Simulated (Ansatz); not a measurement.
# C4H12ClNSi: vertical ionisation energy

How much energy removes an electron from C4H12ClNSi at fixed geometry? The cation is run at each level and the neutral's energy taken from earlier runs.

Computed with Ansatz 0.2.0, Gaussian basis. Level: unrestricted cation, the program's frozen cores in correlated methods.

Plan: UKS PBE-D4/def2-TZVPP; UKS r2SCAN-D4/def2-TZVPP; UKS PBE0-D4/def2-TZVPP; UKS B3LYP-D4/def2-TZVPP; UKS wB97X-V/def2-TZVPP; UKS wB97M-V/def2-TZVPP; UKS B2PLYP/def2-TZVPP; UHF-CCSD(T)/def2-TZVPP; UHF-MP2/def2-QZVPP; extrapolation to the limit; then −ε(HOMO) from the neutral's earlier runs with LDA (SPW92), PBE-D4, revPBE-D4, BLYP-D4, r2SCAN-D4, B97M-V, PBE0-D4, B3LYP-D4, r2SCANh-D4, r2SCAN0-D4, HSE06-D4, BHLYP-D4, CAM-B3LYP-D4, LC-ωPBE, ωB97X-V, ωB97M-V.

**1. Structure used throughout**

The geometry comes from an earlier relaxation with PBE0-D4 in a triple-zeta def2 set; it is a stationary point, not always the lowest conformer.

SMILES `CC(C)N(C)[SiH2]Cl`, 19 atoms, charge 0, spin multiplicity 1.

Atoms are counted from 1 here; the program's logs count them from 0.

Bond lengths: C1–C2 1.522 Å, C1–H8 1.092 Å, C1–H9 1.092 Å, C1–H10 1.093 Å, C2–C3 1.524 Å, C2–N4 1.464 Å, C2–H11 1.097 Å, C3–H12 1.093 Å, C3–H13 1.092 Å, C3–H14 1.092 Å, N4–C5 1.448 Å, N4–Si6 1.697 Å, C5–H15 1.096 Å, C5–H16 1.094 Å, C5–H17 1.092 Å, Si6–Cl7 2.080 Å, Si6–H18 1.480 Å, Si6–H19 1.480 Å. Angles: C2–C1–H8 110.8°, C2–C1–H9 110.2°, C2–C1–H10 111.6°, H8–C1–H9 108.5°, H8–C1–H10 108.4°, H9–C1–H10 107.3°, C1–C2–C3 111.5°, C1–C2–N4 111.7°, C1–C2–H11 107.3°, C3–C2–N4 112.8°, C3–C2–H11 107.5°, N4–C2–H11 105.7°, C2–C3–H12 111.4°, C2–C3–H13 110.3°, C2–C3–H14 110.9°, H12–C3–H13 107.4°, H12–C3–H14 108.3°, H13–C3–H14 108.4° and more.

**2. Cation, UKS PBE-D4/def2-TZVPP**

in.yaml reads:

```yaml
crystal:
  periodic: [false, false, false]
  atoms:
    - {symbol: C, position_ang: [0.246614, 1.768983, -0.876941]}
    - {symbol: C, position_ang: [0.643496, 0.426477, -0.279666]}
    - {symbol: C, position_ang: [1.044837, -0.568939, -1.361240]}
    - {symbol: N, position_ang: [-0.392254, -0.094695, 0.613674]}
    - {symbol: C, position_ang: [-1.663885, -0.443563, 0.015650]}
    - {symbol: Si, position_ang: [0.032438, -0.700559, 2.140709]}
    - {symbol: Cl, position_ang: [0.785174, -2.639368, 2.130468]}
    - {symbol: H, position_ang: [-0.039990, 2.472420, -0.092907]}
    - {symbol: H, position_ang: [1.083140, 2.194861, -1.435393]}
    - {symbol: H, position_ang: [-0.590125, 1.668323, -1.572673]}
    - {symbol: H, position_ang: [1.522653, 0.598881, 0.352985]}
    - {symbol: H, position_ang: [0.226051, -0.745776, -2.063368]}
    - {symbol: H, position_ang: [1.890310, -0.183935, -1.935925]}
    - {symbol: H, position_ang: [1.333599, -1.526214, -0.922709]}
    - {symbol: H, position_ang: [-1.585910, -1.264495, -0.706840]}
    - {symbol: H, position_ang: [-2.112360, 0.415706, -0.491729]}
    - {symbol: H, position_ang: [-2.360722, -0.758293, 0.795250]}
    - {symbol: H, position_ang: [1.116559, 0.134629, 2.702911]}
    - {symbol: H, position_ang: [-1.179616, -0.754442, 2.987744]}
basis:
  gaussian: {orbitals: def2-TZVPP}
total_charge: 1
magnetization: {spin_polarized: true, initial_magnetization: 1}
hamiltonian: {xc: pbe, dispersion: d4}
```

The runs that follow: Cation, UKS r2SCAN-D4/def2-TZVPP; Cation, UKS PBE0-D4/def2-TZVPP; Cation, UKS B3LYP-D4/def2-TZVPP; Cation, UKS wB97X-V/def2-TZVPP; Cation, UKS wB97M-V/def2-TZVPP; Cation, UKS B2PLYP (frozen core)/def2-TZVPP; Cation, UHF-CCSD(T)/def2-TZVPP; Cation, UHF-MP2/def2-QZVPP.

Q: Predict the results of all the runs planned. Wanted: ionisation energy, CCSD(T)/CBS; nearest functional by difference; nearest −ε(HOMO); −ε(HOMO) of PBE; T1 of the cation.

**Answer**, as computed:

| quantity | value |
| --- | --- |
| ionisation energy, CCSD(T)/CBS | 8.88 eV |
| nearest functional by difference | ωB97M-V (-0.16 eV) |
| nearest −ε(HOMO) | ωB97M-V (+0.22 eV) |
| −ε(HOMO) of PBE | 5.51 eV |
| T1 of the cation | 0.017 |

By cation minus neutral, the functionals miss by 0.45 eV at most. The PBE orbital energy is 3.4 eV too small: a semilocal HOMO is no ionisation energy. Among orbital estimates ωB97M-V comes nearest. Hartree-Fock falls 1.35 eV short, as the neutral has more correlation energy than the cation.
